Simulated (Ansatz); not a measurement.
**Mg5Se: a trial structure relaxed**

Where does this trial cell of Mg5Se go when cell and atoms are let free?

Computed with Ansatz 0.2.0 (DFT PBE, scalar-relativistic, plane waves, PAW, unless a step's input says otherwise).

## (1) The structure to begin with

The structure is cubic, space group F-43m (No. 216). The conventional cell has a = 8.064 Å, b = 8.064 Å, c = 8.064 Å, α = 90.00°, β = 90.00°, γ = 90.00°. Mg (site symmetry -43m) has 12 Mg at 3.38 Å and 4 Se at 3.49 Å in its first shell of neighbours. Mg (site symmetry 3m) has 1 Se at 1.91 Å in its first shell of neighbours. Se (site symmetry -43m) is surrounded by 4 Mg at 1.91 Å.

Coordinates:

```cif
data_structure
_symmetry_space_group_name_H-M 'P 1'
_symmetry_Int_Tables_number 1
_cell_length_a 5.7020
_cell_length_b 5.7020
_cell_length_c 5.7020
_cell_angle_alpha 60.000
_cell_angle_beta 60.000
_cell_angle_gamma 60.000
_cell_volume 131.09
loop_
_atom_site_label
_atom_site_type_symbol
_atom_site_fract_x
_atom_site_fract_y
_atom_site_fract_z
_atom_site_occupancy
Mg1 Mg 0.00000 0.00000 0.00000 1
Mg2 Mg 0.38669 0.38669 0.38669 1
Mg3 Mg 0.38669 0.38669 0.83992 1
Mg4 Mg 0.38669 0.83992 0.38669 1
Mg5 Mg 0.83992 0.38669 0.38669 1
Se1 Se 0.25000 0.25000 0.25000 1
```

The cell is invented: random cell by space group and Wyckoff sites (F-43m, No. 216). Lengths come from tabulated atomic sizes and are only a guess.

## (2) A first look at the guess

File input.yaml:

```yaml
crystal:
  lattice:
    - [0.0, 4.0319001, 4.0319001]
    - [4.0319001, 0.0, 4.0319001]
    - [4.0319001, 4.0319001, 0.0]
  atoms:
    - { symbol: Mg, position: [0.0, 0.0, 0.0] }
    - { symbol: Mg, position: [0.38669438, 0.38669438, 0.38669438] }
    - { symbol: Mg, position: [0.38669438, 0.38669438, 0.83991686] }
    - { symbol: Mg, position: [0.38669438, 0.83991686, 0.38669438] }
    - { symbol: Mg, position: [0.83991686, 0.38669438, 0.38669438] }
    - { symbol: Se, position: [0.25, 0.25, 0.25] }
basis:
  ecutwfc: 420
kpoints:
  mp_grid: { grid: [4, 4, 4] }
hamiltonian:
  xc: pbe
scf:
  occupations: { method: gaussian, width: 0.1 }
  lower_state_search: "off"
output:
  forces: true
  stress: true
  eigenvalues: true
```

Run with:

```bash
$ ansatz run input.yaml --threads 1 --pin off --max-ram 2560MiB --backend cpu --events-out ev --progress --plain --runs-dir out
```

Further runs follow: rough relaxation on the coarse mesh; full relaxation.

Before running it: what results should come out? Wanted: conventional cell; volume; energy over the elements; gap on the mesh.

The runs gave:

```
                              quantity                                                                      value
symmetry at the end (tolerance 0.05 Å)                                                space group F-43m (No. 216)
                     conventional cell  a = 9.961 Å, b = 9.961 Å, c = 9.961 Å, α = 90.00°, β = 90.00°, γ = 90.00°
                                volume                                                              41.17 Å³/atom
              energy over the elements                                                              +0.30 eV/atom
                       gap on the mesh                                                               none (metal)
```

What this shows: The space group F-43m (No. 216) is kept, and the volume per atom grows by 88.5 % from the first guess. The formation energy is positive, so the separate elements lie lower. No finished test with a distortion of lower symmetry is shown, so the end may be a saddle point. The final runs have no spin polarisation, so a magnetic state may lie lower.
